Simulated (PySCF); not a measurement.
# BBr3: the cost of one run

Computed with PySCF 2.14.0 and routines of our own; the level stands in each step. Atoms count from 0.

## 1. The system as given

4 atoms, charge 0, multiplicity 1; geometry from: GFN2-xTB.

## 2. Geometry optimisation at PBE0-D3(BJ)/def2-SVP

Job settings and geometry (Å):

```
{"job": {"xc": "PBE0", "basis": "def2-SVP", "d3": "d3bj", "grid": 1, "maxiter": 30, "shake": 0.01, "kind": "geom"}, "charge": 0, "multiplicity": 1}
Br     1.864970    -0.382930    -0.300380
B     -0.002930    -0.003380    -0.225680
Br    -0.670130     1.683320    -0.747410
Br    -1.153910    -1.322390     0.368820
```

Run with:

```console
> OMP_NUM_THREADS=1 python heavy_run.py task.json out
```

One launch serves the whole session: the jobs run in the order shown.

**Question.** How long does this first job take on 1 thread of Arm Neoverse V2, shared host, and how much memory does it need?

About 41 s, with a peak of 0.49 GiB.
